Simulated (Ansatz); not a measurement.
# Cu: an axial (c/a) deformation path

An exercise on one series of results from a longer session: the logs are not shown, and one member is left open.

Computed with Ansatz 0.2.0 (DFT PBEsol, scalar-relativistic, plane waves, PAW, unless a step's input says otherwise).

1 further run of the same task is left out (set aside as unsound or not needed).

### The structure to begin with

The structure is orthorhombic, space group Cmcm (No. 63). Conventional cell: a = 2.437 Å, b = 7.953 Å, c = 2.475 Å, α = 90.00°, β = 90.00°, γ = 90.00°. Around Cu (site symmetry m2m) lie 10 Cu at 2.44 to 2.54 Å.

As a file:

```cif
data_structure
_symmetry_space_group_name_H-M 'P 1'
_symmetry_Int_Tables_number 1
_cell_length_a 4.1589
_cell_length_b 4.1589
_cell_length_c 2.4755
_cell_angle_alpha 90.000
_cell_angle_beta 90.000
_cell_angle_gamma 145.927
_cell_volume 23.99
loop_
_atom_site_label
_atom_site_type_symbol
_atom_site_fract_x
_atom_site_fract_y
_atom_site_fract_z
_atom_site_occupancy
Cu1 Cu 0.13387 0.86613 0.25000 1
Cu2 Cu 0.86613 0.13387 0.75000 1
```

It goes back to an entry of the Materials Project, which need not be the stable form.

No relaxation comes first: the listed cell is the starting point.

### The reference cell

Reference values: F = -13177.2274 eV; pressure -1.51 GPa; largest force 0.009 eV/Å; gap on the mesh none (metal). It was computed beforehand with the settings of the runs below.

The first run:

At fixed volume and fractional coordinates, lengths along (0.000, 0.000, 1.000) are scaled against those across it; ρ is that ratio over its starting value.

File input.yaml:

```yaml
crystal:
  lattice:
    - [1.2862921421, -4.1977318085, 0.0]
    - [1.2862921421, 4.1977318085, 0.0]
    - [0.0, 0.0, 2.2213044968]
  atoms:
    - { symbol: Cu, position: [0.13386665, 0.86613335, 0.25] }
    - { symbol: Cu, position: [0.86613335, 0.13386665, 0.75] }
basis:
  ecutwfc: 420
kpoints:
  mp_grid: { grid: [22, 22, 22] }
hamiltonian:
  xc: pbesol
scf:
  occupations: { method: gaussian, width: 0.15 }
output:
  forces: true
  stress: true
  eigenvalues: true
```

The run is started by

```
$ ansatz run input.yaml --threads 1 --pin off --max-ram 2560MiB --backend cpu --events-out ev --progress --plain --runs-dir out
```

Steps of the session up to this table: At ρ = 0.850; ρ = 1.200; At ρ = 0.920; ρ = 1.100; At ρ = 0.960; ρ = 1.050; At ρ = 0.800; At ρ = 1.300.

One of the session's tables, all rows but one given; the rest of the session is left out.

| ρ | ΔE (meV/atom) | pressure (GPa) |
| --- | --- | --- |
| 0.800 | 352.0 | 11.8 |
| 0.850 | 169.3 | 5.2 |
| 0.920 | 39.1 | 0.3 |
| 0.960 | 8.7 | -1.0 |
| 1.000 | 0.0 | -1.5 |
| 1.050 | 9.9 | -1.3 |
| 1.100 | ? | ? |
| 1.200 | 114.4 | 2.6 |
| 1.300 | 210.0 | 6.3 |

Q: Estimate the row for ρ = 1.100 from the others.

Worked estimate for «ΔE (meV/atom)». A straight line through the neighbours (1.050, 9.9) and (1.200, 114.4) gives 9.9 + (114.4 − 9.9) × (1.100 − 1.050) / (1.200 − 1.050) = 44.7; a parabola fitted to 4 rows on both sides gives 39.9.

**Answer.** ΔE (meV/atom): 36.1; pressure (GPa): -0.4. In «ΔE (meV/atom)» the line misses by +8.6 and the parabola by +3.8.
